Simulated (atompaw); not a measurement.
# A PAW (atompaw) potential for selenium, from input to tests

Task: generate the file, and judge it by its logarithmic derivatives, its ghosts and its cutoff.

The numbers are computed with atompaw 4.2.0.5 (LDA (PW92), scalar-relativistic, spin-unpolarised reference atom).

**1. The design**

Typed settings, in words:

| Item | Value |
| --- | --- |
| element | selenium (Se, Z = 34) |
| type | PAW |
| frozen core | [Ne] |
| valence charge | 24 |
| reference configuration | 3s2 3p6 3d10 4s2 4p4 |
| partial waves | 3s (bound): rc 1.00 bohr; 4s (bound): rc 0.90 bohr; 3p (bound): rc 0.75 bohr; 4p (bound): rc 1.00 bohr; 3d (bound): rc 1.10 bohr; 3d channel at -1.35 Ry: rc 1.10 bohr |
| local potential | bessel scheme, radius 1.05 bohr |
| core correction | smooth core density matched at 1.10 bohr |
| augmentation charge | besselshape compensation charge, radius 1.05 bohr; PAW radius 1.10 bohr; waves and projectors: custom polynom2 7 10 vanderbiltortho |

**2. Generating the potential**

File Se.input:

```
Se 34
LDA-PW scalarrelativistic loggrid 1500 logderivrange -18 5 576
4 4 3 0 0 0
4 1 4
0 0 0
c
c
v
v
c
v
v
v
2
1.10 1.05 1.05 1.10
n
n
y
-1.35
n
custom polynom2 7 10 vanderbiltortho besselshape
bessel
1.00
0.90
0.75
1.00
1.10
1.10
PWSCFOUT
UPFDX 0.0125d0 UPFXMIN -7.d0 UPFZMESH 34.d0
END
```

The run is started by

```sh
$ atompaw < Se.input > Se.log
```

Before running it: what results should come out? Wanted: cutoffs; bound ghosts; largest phase difference near zero energy, channels read; lowest eigenvalue of the overlap; share of valence orbitals outside the PAW sphere; UPF file.

**Answer**, as computed:

| quantity | value |
| --- | --- |
| cutoffs | not determined |
| bound ghosts | not determined |
| largest phase difference near zero energy, channels read | 0.005 rad |
| lowest eigenvalue of the overlap (Bessel basis) | 0.442 (p) |
| share of valence orbitals outside the PAW sphere | 3s 2 %, 4s 88 %, 3p 3 %, 4p 94 %, 3d 8 % |
| UPF file | written |

In words: Even at 400 Ry an occupied level stays 10738 mRy from its reference, so no cutoffs are read; the levels have long settled, so the basis size isn't the cause: the level found isn't the valence state, or the test fails for this file. Ghosts could not be judged. Near zero energy the phases of the channels with partial waves agree within 0.005 rad. These are tests on the free atom; a crystal test is still owed.
